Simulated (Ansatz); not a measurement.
# Ba8Ti8AsO23: the cost of one run

Computed with Ansatz 0.2.0 (DFT, PBE, plane-wave PAW, default files, scalar-relativistic, as far as a step names no other, unless a step's input says otherwise).

1 further run of the same task is left out (it didn't finish).

### Step 1. The starting structure

It takes space group P4/mmm (No. 123, tetragonal). The conventional cell has a = 8.012 Å, b = 8.012 Å, c = 8.012 Å, α = 90.00°, β = 90.00°, γ = 90.00°. Ba (site symmetry m2m) has 1 As at 2.83 Å and 11 O at 2.83 Å as nearest neighbours. Around Ba (site symmetry m2m) lie 12 O at 2.83 Å. Ti (site symmetry 4mm) is surrounded by 1 As at 2.00 Å and 5 O at 2.00 Å. Ti (site symmetry 2mm) has 6 O at 2.00 Å as nearest neighbours. Ti (site symmetry 4mm) is surrounded by 6 O at 2.00 Å. As (site symmetry 4/mmm) has 2 Ti at 2.00 Å and 4 Ba at 2.83 Å as nearest neighbours. Around O (site symmetry mmm) lie 2 Ti at 2.00 Å and 4 Ba at 2.83 Å. O (site symmetry 4/mmm) has 2 Ti at 2.00 Å and 4 Ba at 2.83 Å as nearest neighbours. Only part of the 13 independent sites is listed.

Structure file:

```cif
data_structure
_symmetry_space_group_name_H-M 'P 1'
_symmetry_Int_Tables_number 1
_cell_length_a 8.0120
_cell_length_b 8.0120
_cell_length_c 8.0120
_cell_angle_alpha 90.000
_cell_angle_beta 90.000
_cell_angle_gamma 90.000
_cell_volume 514.31
loop_
_atom_site_label
_atom_site_type_symbol
_atom_site_fract_x
_atom_site_fract_y
_atom_site_fract_z
_atom_site_occupancy
Ba1 Ba 0.25000 0.25000 0.25000 1
Ba2 Ba 0.25000 0.25000 0.75000 1
Ba3 Ba 0.25000 0.75000 0.25000 1
Ba4 Ba 0.25000 0.75000 0.75000 1
Ba5 Ba 0.75000 0.25000 0.25000 1
Ba6 Ba 0.75000 0.25000 0.75000 1
Ba7 Ba 0.75000 0.75000 0.25000 1
Ba8 Ba 0.75000 0.75000 0.75000 1
Ti1 Ti 0.00000 0.00000 0.00000 1
Ti2 Ti 0.00000 0.00000 0.50000 1
Ti3 Ti 0.00000 0.50000 0.00000 1
Ti4 Ti 0.00000 0.50000 0.50000 1
Ti5 Ti 0.50000 0.00000 0.00000 1
Ti6 Ti 0.50000 0.00000 0.50000 1
Ti7 Ti 0.50000 0.50000 0.00000 1
Ti8 Ti 0.50000 0.50000 0.50000 1
As1 As 0.25000 0.00000 0.00000 1
O1 O 0.25000 0.00000 0.50000 1
O2 O 0.25000 0.50000 0.00000 1
O3 O 0.25000 0.50000 0.50000 1
O4 O 0.75000 0.00000 0.00000 1
O5 O 0.75000 0.00000 0.50000 1
O6 O 0.75000 0.50000 0.00000 1
O7 O 0.75000 0.50000 0.50000 1
O8 O 0.00000 0.25000 0.00000 1
O9 O 0.00000 0.25000 0.50000 1
O10 O 0.00000 0.75000 0.00000 1
O11 O 0.00000 0.75000 0.50000 1
O12 O 0.50000 0.25000 0.00000 1
O13 O 0.50000 0.25000 0.50000 1
O14 O 0.50000 0.75000 0.00000 1
O15 O 0.50000 0.75000 0.50000 1
O16 O 0.00000 0.00000 0.25000 1
O17 O 0.00000 0.00000 0.75000 1
O18 O 0.00000 0.50000 0.25000 1
O19 O 0.00000 0.50000 0.75000 1
O20 O 0.50000 0.00000 0.25000 1
O21 O 0.50000 0.00000 0.75000 1
O22 O 0.50000 0.50000 0.25000 1
O23 O 0.50000 0.50000 0.75000 1
```

Atom 17 of the input is the impurity.

### Step 2. First run, atoms as given

Contents of input.yaml:

```yaml
crystal:
  lattice:
    - [8.012, 0.0, 0.0]
    - [0.0, 8.012, 0.0]
    - [0.0, 0.0, 8.012]
  atoms:
    - { symbol: Ba, position: [0.25, 0.25, 0.25] }
    - { symbol: Ba, position: [0.25, 0.25, 0.75] }
    - { symbol: Ba, position: [0.25, 0.75, 0.25] }
    - { symbol: Ba, position: [0.25, 0.75, 0.75] }
    - { symbol: Ba, position: [0.75, 0.25, 0.25] }
    - { symbol: Ba, position: [0.75, 0.25, 0.75] }
    - { symbol: Ba, position: [0.75, 0.75, 0.25] }
    - { symbol: Ba, position: [0.75, 0.75, 0.75] }
    - { symbol: Ti, position: [0.0, 0.0, 0.0] }
    - { symbol: Ti, position: [0.0, 0.0, 0.5] }
    - { symbol: Ti, position: [0.0, 0.5, 0.0] }
    - { symbol: Ti, position: [0.0, 0.5, 0.5] }
    - { symbol: Ti, position: [0.5, 0.0, 0.0] }
    - { symbol: Ti, position: [0.5, 0.0, 0.5] }
    - { symbol: Ti, position: [0.5, 0.5, 0.0] }
    - { symbol: Ti, position: [0.5, 0.5, 0.5] }
    - { symbol: As, position: [0.25, 0.0, 0.0] }
    - { symbol: O, position: [0.25, 0.0, 0.5] }
    - { symbol: O, position: [0.25, 0.5, 0.0] }
    - { symbol: O, position: [0.25, 0.5, 0.5] }
    - { symbol: O, position: [0.75, 0.0, 0.0] }
    - { symbol: O, position: [0.75, 0.0, 0.5] }
    - { symbol: O, position: [0.75, 0.5, 0.0] }
    - { symbol: O, position: [0.75, 0.5, 0.5] }
    - { symbol: O, position: [0.0, 0.25, 0.0] }
    - { symbol: O, position: [0.0, 0.25, 0.5] }
    - { symbol: O, position: [0.0, 0.75, 0.0] }
    - { symbol: O, position: [0.0, 0.75, 0.5] }
    - { symbol: O, position: [0.5, 0.25, 0.0] }
    - { symbol: O, position: [0.5, 0.25, 0.5] }
    - { symbol: O, position: [0.5, 0.75, 0.0] }
    - { symbol: O, position: [0.5, 0.75, 0.5] }
    - { symbol: O, position: [0.0, 0.0, 0.25] }
    - { symbol: O, position: [0.0, 0.0, 0.75] }
    - { symbol: O, position: [0.0, 0.5, 0.25] }
    - { symbol: O, position: [0.0, 0.5, 0.75] }
    - { symbol: O, position: [0.5, 0.0, 0.25] }
    - { symbol: O, position: [0.5, 0.0, 0.75] }
    - { symbol: O, position: [0.5, 0.5, 0.25] }
    - { symbol: O, position: [0.5, 0.5, 0.75] }
total_charge: -1
kpoints:
  mp_grid: { grid: [3, 3, 3] }
scf:
  occupations: { method: fermi_dirac, width: 0.01 }
hamiltonian:
  xc: pbe
  pseudopotentials: { kind: paw }
output:
  forces: true
  stress: true
  populations: true
  efg:
    quadrupole_moments_barn: { Ba: 0.236, Ti: 0.247, As: 0.311, O: -0.02558 }
    contact_densities: true
```

Run with:

```console
$ ansatz run input.yaml --threads 1 --pin off --max-ram 3072MiB --backend cpu --events-out ev --progress --plain --runs-dir out
```

Q: Estimate wall time and peak memory on 1 thread of Arm Neoverse V1, shared host.

About 90 s, with a peak of 1.4 GiB.
